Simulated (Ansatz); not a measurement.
# GePH+ (doublet): the correlation ladder, cc-pVDZ

An exercise on one series of results from a longer session: the logs are not shown, and one member is left open.

Computed with Ansatz 0.2.0, Gaussian basis. Level: cc-pVDZ, core rule «outside noble gas», up to 19 orbitals frozen.

To be run: UHF; CCSD(T) on ROHF; CCSD(T) on UHF; BCCD(T) on ROHF; CISD; CCSDT(Q) on ROHF; CCSDT(Q) on UHF; CASSCF and MRCISD+Q, 9 electrons in 9 orbitals; CASSCF and NEVPT2, 9 electrons in 9 orbitals.

17 further runs of the same task are left out: 4 that didn't finish, 13 set aside as unsound or not needed.

### The geometry

The geometry is a PBE0/def2-TZVP stationary point (not a proven minimum) of the parent state, kept for this charge and spin. No spin-orbit coupling is included. The filled d shell of Ge may be among the frozen orbitals whatever the setting's name suggests; the logs give the count.

3 atoms, charge 1, spin multiplicity 2.

Atoms are counted from 1 here; the program's logs count them from 0.

Bond lengths: Ge1–P2 2.321 Å, Ge1–H3 1.598 Å. Angles: P2–Ge1–H3 92.4°.

Set-up of the first run:

in.yaml reads:

```yaml
crystal:
  periodic: [false, false, false]
  atoms:
    - {symbol: Ge, position_ang: [0.000000, -0.031660, 0.685831]}
    - {symbol: P, position_ang: [0.000000, 0.023387, -1.634127]}
    - {symbol: H, position_ang: [0.000000, 1.562951, 0.790027]}
basis:
  gaussian: {orbitals: cc-pVDZ}
total_charge: 1
magnetization: {spin_polarized: true, initial_magnetization: 1}
hamiltonian: {xc: hf}
output: {orbitals: {seedname: orbitals}}
```

Started as:

```sh
> ansatz run in.yaml --threads 1 --pin off --events-out ev --progress --plain --max-ram 2393MiB
```

Among the steps run: UHF; CCSD(T) on ROHF; CCSD(T) on UHF; BCCD(T) on ROHF; CISD; CCSDT(Q) on ROHF; CCSDT(Q) on UHF; CASSCF and MRCISD+Q, 9 electrons in 9 orbitals; CASSCF and NEVPT2, 9 electrons in 9 orbitals.

One of the session's tables, all rows but one given; the rest of the session is left out.

It belongs to the step «Misses and costs». 

| method | from RCCSDT(Q) (meV) |
| --- | --- |
| ROHF | +5684.4 |
| UHF | +4911.0 |
| RMP2 | ? |
| UMP2 | +1468.2 |
| CISD | +869.3 |
| RCCSD | +359.6 |
| UCCSD | +325.4 |
| RCCSD(T) | +91.0 |
| UCCSD(T) | +122.9 |
| BCCD(T) | +110.0 |
| RCCSDT | +29.6 |
| UCCSDT | +34.7 |
| RCCSDT(Q) | 0 |
| UCCSDT(Q) | +4.6 |
| CASSCF valence | +3347.8 |
| NEVPT2 valence | +796.4 |
| MRCISD valence | +227.4 |
| MRCISD+Q valence | -0.9 |

Q: Estimate the row for RMP2 from the others.

As computed: from RCCSDT(Q) (meV): +1553.2. In the column «from RCCSDT(Q) (meV)» it lies between UMP2 (+1468.2) and CASSCF valence (+3347.8).

Caveats from the session: The determinant is far from a pure spin state, so its energy mixes those of several spin states (harmless only where they are near-degenerate, as at dissociation). Warnings: spin contamination; large T1 diagnostic. Restricted and unrestricted rows rest on different reference determinants; where their highest levels disagree by more than a few hundredths of an eV, they describe different states and don't form one ladder.
